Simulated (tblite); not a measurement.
# C3H9F3OSi2: the cost of one run

The runs use tblite 0.8.0 and PySCF 2.14.0, with density-fitted response routines of our own; the level of theory stands in each step. All values are computed, except where a source is named. Atoms are numbered from 0 throughout.

## (1) The molecule as given

18 atoms, charge 0, multiplicity 1; geometry from: force field or distance geometry start.

Bonds of the start (Å): F0–C1 1.40, C1–F2 1.38, C1–F3 1.40, C1–Si4 1.87, Si4–O5 1.72, O5–C6 1.39, C6–C7 1.52, C7–Si8 1.87, Si4–H9 1.47, Si4–H10 1.47, C6–H11 1.11, C6–H12 1.10, C7–H13 1.12, C7–H14 1.11, Si8–H15 1.45, Si8–H16 1.49, Si8–H17 1.46.

## (2) Optimising the geometry with GFN2-xTB

What the job is given:

```
{"job": {"kind": "relax", "xc": "GFN2-xTB", "basis": "xTB"}, "charge": 0, "multiplicity": 1}
F     -1.824900     1.298900    -1.812600
C     -2.740100     0.895200    -0.838600
F     -3.949300     0.603200    -1.432900
F     -2.889400     1.961300     0.060900
Si    -2.100500    -0.641400     0.016400
O     -0.657500    -1.102400    -0.798000
C      0.368300    -0.382200    -0.197300
C      1.717100    -0.699200    -0.812200
Si     2.964000     0.344400     0.116900
H     -3.085900    -1.724400    -0.141200
H     -1.850400    -0.449400     1.453500
H      0.438000    -0.543600     0.898800
H      0.156800     0.690200    -0.345800
H      1.707100    -0.477900    -1.910700
H      1.990300    -1.765300    -0.677000
H      4.285900     0.301200    -0.479400
H      2.520600     1.764500     0.102000
H      2.941000    -0.066700     1.520800
```

On the command line:

```bash
> OMP_NUM_THREADS=1 python probes_run.py task.json out
```

One launch serves the whole session: the jobs run in the order shown.

Q: Estimate the wall time and peak memory of this first job on 1 thread of Arm Neoverse N1, shared host.

About 1.7 s, with a peak of 0.18 GiB.
